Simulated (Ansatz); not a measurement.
**C₂H₁₂GaNSi: up Jacob's ladder to CCSD(T)**

The task here is to estimate one member of a computed series from the others.

Program: Ansatz 0.2.0, Gaussian basis. Level of theory: functionals in def2-TZVPP, the program's frozen cores in correlated methods. These are calculated values, not measurements.

Plan: LDA (SPW92), PBE-D4, revPBE-D4, BLYP-D4, r2SCAN-D4, B97M-V, PBE0-D4, B3LYP-D4, r2SCANh-D4, r2SCAN0-D4, HSE06-D4, BHLYP-D4, CAM-B3LYP-D4, LC-ωPBE, ωB97X-V, ωB97M-V, B2PLYP, PBE-QIDH; CCSD(T)/def2-SVP; MP2/def2-TZVPP; RPA on PBE.

1 further run of the same task is left out (it didn't finish). Runs told in other sessions of the task aren't counted.

**Structure used throughout**

An earlier PBE0-D4 in a triple-zeta def2 set relaxation fixed the geometry.

SMILES `[CH3][GaH-]([CH3])[NH2+][SiH3]`, 17 atoms, charge 0, spin multiplicity 1.

Atoms are counted from 1 here; the program's logs count them from 0.

Bond lengths: C1–Ga2 1.990 Å, C1–H6 1.094 Å, C1–H7 1.093 Å, C1–H8 1.094 Å, Ga2–C3 1.990 Å, Ga2–N4 2.221 Å, Ga2–H9 1.592 Å, C3–H10 1.094 Å, C3–H11 1.094 Å, C3–H12 1.093 Å, N4–Si5 1.772 Å, N4–H13 1.015 Å, N4–H14 1.015 Å, Si5–H15 1.487 Å, Si5–H16 1.478 Å, Si5–H17 1.478 Å. Angles: Ga2–C1–H6 112.4°, Ga2–C1–H7 112.5°, Ga2–C1–H8 109.5°, H6–C1–H7 108.2°, H6–C1–H8 106.8°, H7–C1–H8 107.2°, C1–Ga2–C3 118.9°, C1–Ga2–N4 100.2°, C1–Ga2–H9 117.5°, C3–Ga2–N4 100.2°, C3–Ga2–H9 117.5°, N4–Ga2–H9 94.4°, Ga2–C3–H10 112.4°, Ga2–C3–H11 109.5°, Ga2–C3–H12 112.5°, H10–C3–H11 106.8°, H10–C3–H12 108.2°, H11–C3–H12 107.2° and more.

The first run:

The input, in.yaml:

```yaml
crystal:
  periodic: [false, false, false]
  atoms:
    - {symbol: C, position_ang: [-0.227457, 1.334392, 1.688286]}
    - {symbol: Ga, position_ang: [1.027807, 0.158515, 0.687269]}
    - {symbol: C, position_ang: [0.819397, -1.815136, 0.834495]}
    - {symbol: N, position_ang: [0.297648, 0.478799, -1.385685]}
    - {symbol: Si, position_ang: [-1.377255, -0.002835, -1.703504]}
    - {symbol: H, position_ang: [-0.294417, 2.336525, 1.254912]}
    - {symbol: H, position_ang: [-1.236805, 0.918460, 1.742529]}
    - {symbol: H, position_ang: [0.127813, 1.457058, 2.715697]}
    - {symbol: H, position_ang: [2.486845, 0.723491, 0.392151]}
    - {symbol: H, position_ang: [1.262244, -2.344989, -0.013835]}
    - {symbol: H, position_ang: [1.333093, -2.170384, 1.732691]}
    - {symbol: H, position_ang: [-0.226839, -2.120276, 0.918301]}
    - {symbol: H, position_ang: [0.470730, 1.467678, -1.533994]}
    - {symbol: H, position_ang: [0.978069, -0.026168, -1.944126]}
    - {symbol: H, position_ang: [-1.751592, 0.264109, -3.117308]}
    - {symbol: H, position_ang: [-2.236335, 0.792332, -0.800716]}
    - {symbol: H, position_ang: [-1.472046, -1.451872, -1.426761]}
basis:
  gaussian: {orbitals: def2-TZVPP}
hamiltonian: {xc: lda}
output: {orbitals: {seedname: orbitals}}
```

Started as:

```bash
ansatz run in.yaml --threads 4 --pin off --events-out ev --progress --plain --max-ram 11315MiB
```

Among the steps run: LDA; PBE-D4 (GGA); revPBE-D4 (GGA); BLYP-D4 (GGA); r2SCAN-D4 (meta-GGA); B97M-V (meta-GGA); PBE0-D4 (hybrid); B3LYP-D4 (hybrid); r2SCANh-D4 (hybrid); r2SCAN0-D4 (hybrid); HSE06-D4 (hybrid); BHLYP-D4 (hybrid); CAM-B3LYP-D4 (range-separated); LC-ωPBE (range-separated); ωB97X-V (range-separated); ωB97M-V (range-separated); B2PLYP (double hybrid); PBE-QIDH (double hybrid).

One of the session's tables, all rows but one given; the rest of the session is left out.

It belongs to the step «Frontier levels by functional». 

```
  functional  HOMO (eV)  gap (eV)
 LDA (SPW92)      -5.91      4.39
      PBE-D4      -5.75      4.44
   revPBE-D4      -5.69      4.49
     BLYP-D4      -5.60      4.38
   r2SCAN-D4      -6.00      5.14
      B97M-V      -6.08      4.88
     PBE0-D4      -6.97      6.49
    B3LYP-D4      -6.73      6.01
  r2SCANh-D4      -6.45      5.86
  r2SCAN0-D4      -7.14      6.94
    HSE06-D4      -6.57      5.72
    BHLYP-D4          ?         ?
CAM-B3LYP-D4      -8.31      8.74
     LC-ωPBE      -9.69     11.35
     ωB97X-V      -9.32     10.78
     ωB97M-V      -9.21     10.30
```

**Question.** Estimate the row for BHLYP-D4.

Worked estimate for «HOMO (eV)». Against the share of exact exchange, BLYP-D4 (0, -5.60), B3LYP-D4 (0.2, -6.73) give a slope of -5.65 per unit share; at 0.5 the line stands at -8.42.

The run gave: HOMO (eV): -8.07; gap (eV): 8.37. In «HOMO (eV)» the line misses by -0.35.
